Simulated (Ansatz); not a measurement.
# Be2H2 (singlet): the correlation ladder at distance Be1–Be2 = 7.111 Å, cc-pVDZ

How much of the correlation energy of Be2H2 (singlet) does each wave-function method recover here?

Method: cc-pVDZ, core rule «outside noble gas», up to 2 orbitals frozen; program: Ansatz 0.2.0, Gaussian basis.

The runs, in order: UHF; CCSD(T) on RHF; CCSD(T) on UHF; BCCD(T) on RHF; CISD; CCSDT(Q) on RHF; CCSDT(Q) on UHF; CASSCF and MRCISD+Q, 2 electrons in 2 orbitals; CASSCF and NEVPT2, 2 electrons in 2 orbitals; Full CI.

27 further runs of the same task are left out: 15 for a known fault of the program, 10 that didn't finish, 2 set aside as unsound or not needed.

### 1 What is computed

The geometry derives from a PBE0/def2-TZVP stationary point (not a proven minimum). One bond is set to the value named and the two fragments are kept rigid.

4 atoms, charge 0, spin multiplicity 1.

Atoms are counted from 1 here; the program's logs count them from 0.

Bond lengths: Be1–H3 1.348 Å, Be2–H4 1.348 Å.

As a file:

```tsv
atom	x (Å)	y (Å)	z (Å)
Be1	0.00000	0.00000	3.55550
Be2	0.00000	0.00000	-3.55550
H3	0.00000	0.00000	4.90302
H4	0.00000	0.00000	-4.90302
```

### 2 UHF

Contents of in.yaml:

```yaml
crystal:
  periodic: [false, false, false]
  atoms:
    - {symbol: Be, position_ang: [0.000000, 0.000000, 3.555500]}
    - {symbol: Be, position_ang: [0.000000, 0.000000, -3.555500]}
    - {symbol: H, position_ang: [0.000000, 0.000000, 4.903018]}
    - {symbol: H, position_ang: [0.000000, 0.000000, -4.903018]}
basis:
  gaussian: {orbitals: cc-pVDZ}
magnetization: {spin_polarized: true, initial_magnetization: 0}
hamiltonian: {xc: hf}
output: {orbitals: {seedname: orbitals}}
```

Run with:

```console
ansatz run in.yaml --threads 1 --pin off --events-out ev --progress --plain --max-ram 2393MiB
```

The runs that follow: CCSD(T) on RHF; CCSD(T) on UHF; BCCD(T) on RHF; CISD; CCSDT(Q) on RHF; CCSDT(Q) on UHF; CASSCF and MRCISD+Q, 2 electrons in 2 orbitals; CASSCF and NEVPT2, 2 electrons in 2 orbitals; Full CI.

Before running them: what should the planned runs give, taken together? Wanted: FCI below the RHF energy; RMP2 from FCI; UMP2 from FCI; RCCSD from FCI; RCCSD(T) from FCI; UCCSD(T) from FCI; RCCSDT(Q) from FCI; UCCSDT(Q) from FCI; NEVPT2 pair from FCI.

The runs gave:

```
                         quantity                                                                 value
         FCI below the RHF energy                                                            -5.7825 eV
                    RMP2 from FCI                                                           +1484.1 meV
                    UMP2 from FCI                                                            +610.0 meV
                   RCCSD from FCI                                                            +305.4 meV
                RCCSD(T) from FCI                                                             -99.7 meV
                UCCSD(T) from FCI                                                             +11.2 meV
               RCCSDT(Q) from FCI                                                              -4.0 meV
               UCCSDT(Q) from FCI                                                               0.0 meV
             NEVPT2 pair from FCI                                                            +625.6 meV
           MRCISD+Q pair from FCI                                                             -21.5 meV
levels within 1 kcal/mol (43 meV)  UCCSD, UCCSD(T), RCCSDT, UCCSDT, RCCSDT(Q), UCCSDT(Q), MRCISD+Q pair
                    T1 diagnostic                                                                 0.057
   effectively unpaired electrons                                                                  2.02
```

In words: RCCSD(T) lands -99.7 meV from the yardstick (1.7 % of the correlation energy). CCSD(T) misses by -99.7 meV on the restricted determinant and by +11.2 meV on the unrestricted one; the two need not hold the same state or core. RCCSD(T), BCCD(T), RCCSDT(Q), MRCISD+Q pair fall below full CI, which methods that aren't variational can do. With 2.0 effectively unpaired electrons against 0 the state is strongly multireference. Coupled cluster on one determinant still stays close here. Of the multireference levels listed MRCISD+Q pair comes nearest in total energy (-21.5 meV), which doesn't show that its space is the better one. These misses are within one basis, not against nature.
